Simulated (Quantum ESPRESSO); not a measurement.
Write the native input for Quantum ESPRESSO 7.5 that does the following.

```
Task                       : work function
Functional                 : PBE
Potentials or basis        : PseudoDojo 0.4.1 SR PBE standard
Cutoff                     : 1306 eV
Density cutoff             : 5225 eV
k mesh                     : 12 × 12 × 1
Occupations                : fermi-dirac, width 0.05 eV
Spin                       : collinear spin, ferromagnetic start
Starting moments           : [2.0, 2.0, 2.0, 2.0, 2.0] μB
Boundary across the vacuum : none
Mixing mode                : local-TF
Mixing beta                : 0.3
Most SCF iterations        : 150
SCF threshold              : 5e-09 Ry
```

The system is Co, a slab with vacuum.

```
Co
1.0
     2.51900    0.00000    0.00000
    -1.25950    2.18152    0.00000
     0.00000    0.00000   23.18200
Co
5
Direct
  0.33333 0.66667 0.32353
  0.66667 0.33333 0.41176
  0.33333 0.66667 0.50000
  0.66667 0.33333 0.58824
  0.33333 0.66667 0.67647
```

The slab is cut from a database's or a generator's crystal, which needn't be the stable form of the element.

The input as run:

pw.in

```
&CONTROL
  calculation = 'scf'
  prefix = 'pwscf'
  outdir = './tmp'
  pseudo_dir = './pseudo'
  tprnfor = .true.
  disk_io = 'low'
/
&SYSTEM
  ibrav = 0
  celldm(1) = 8
  nat = 5
  ntyp = 1
  ecutwfc = 96
  nbnd = 58
  occupations = 'smearing'
  smearing = 'fd'
  degauss = 0.00367493
  nspin = 2
  starting_magnetization(1) = 0.1176
/
&ELECTRONS
  conv_thr = 5d-09
  electron_maxstep = 150
  mixing_beta = 0.3
  mixing_mode = 'local-TF'
/
ATOMIC_SPECIES
Co    58.9332 Co.upf
CELL_PARAMETERS alat
  0.5950277188666  -0.0000000000000   0.0000000000000
 -0.2975138594242   0.5153091204892   0.0000000000000
  0.0000000000000   0.0000000000000   5.4759538776343
ATOMIC_POSITIONS crystal
Co     0.3333333333    0.6666666666    0.3235268743
Co     0.6666666667    0.3333333334    0.4117634371
Co     0.3333333333    0.6666666666    0.5000000000
Co     0.6666666667    0.3333333334    0.5882365629
Co     0.3333333333    0.6666666666    0.6764731257
K_POINTS automatic
12 12 1 0 0 0
```

pp_density.in

```
&INPUTPP
  prefix = 'pwscf'
  outdir = './tmp'
  filplot = 'density.dat'
  plot_num = 0
/
&PLOT
  nfile = 1
  filepp(1) = 'density.dat'
  iflag = 3
  output_format = 6
  fileout = 'density.cube'
/
```

pp_potential.in

```
&INPUTPP
  prefix = 'pwscf'
  outdir = './tmp'
  filplot = 'potential.dat'
  plot_num = 11
/
&PLOT
  nfile = 1
  filepp(1) = 'potential.dat'
  iflag = 3
  output_format = 6
  fileout = 'potential.cube'
/
```

pp_spin.in

```
&INPUTPP
  prefix = 'pwscf'
  outdir = './tmp'
  filplot = 'spin.dat'
  plot_num = 6
/
&PLOT
  nfile = 1
  filepp(1) = 'spin.dat'
  iflag = 3
  output_format = 6
  fileout = 'spin.cube'
/
```

pp_elf.in

```
&INPUTPP
  prefix = 'pwscf'
  outdir = './tmp'
  filplot = 'elf.dat'
  plot_num = 8
/
&PLOT
  nfile = 1
  filepp(1) = 'elf.dat'
  iflag = 3
  output_format = 6
  fileout = 'elf.cube'
/
```

Potentials or basis: PseudoDojo 0.4.1 SR PBE standard.

Command:

```bash
$ OMP_NUM_THREADS=1 mpirun -n 2 pw.x -nk 2 -in pw.in > pw.out
$ OMP_NUM_THREADS=1 mpirun -n 1 pp.x -in pp_density.in > pp_density.out
$ OMP_NUM_THREADS=1 mpirun -n 1 pp.x -in pp_potential.in > pp_potential.out
$ OMP_NUM_THREADS=1 mpirun -n 1 pp.x -in pp_spin.in > pp_spin.out
$ OMP_NUM_THREADS=1 mpirun -n 1 pp.x -in pp_elf.in > pp_elf.out
```

Results of the run:

```json
{
 "Largest force": "0.512 eV/Å",
 "Band gap on the k mesh": "none (metal or under the smearing width)",
 "Net moment": "8.76 μB per cell",
 "Absolute moment": "9.63 μB per cell",
 "Site moments": "Co +1.87, +1.81, +1.77 μB",
 "Valence electrons inside the program's atomic spheres": "Co 15.53, 15.62, 15.63",
 "Work function of the upper face": "4.94 eV",
 "Work function of the lower face": "4.94 eV"
}
```

It took 9.9 min on 2 MPI ranks on Arm Neoverse V1, on a shared host, peak memory 0.94 GiB a rank.
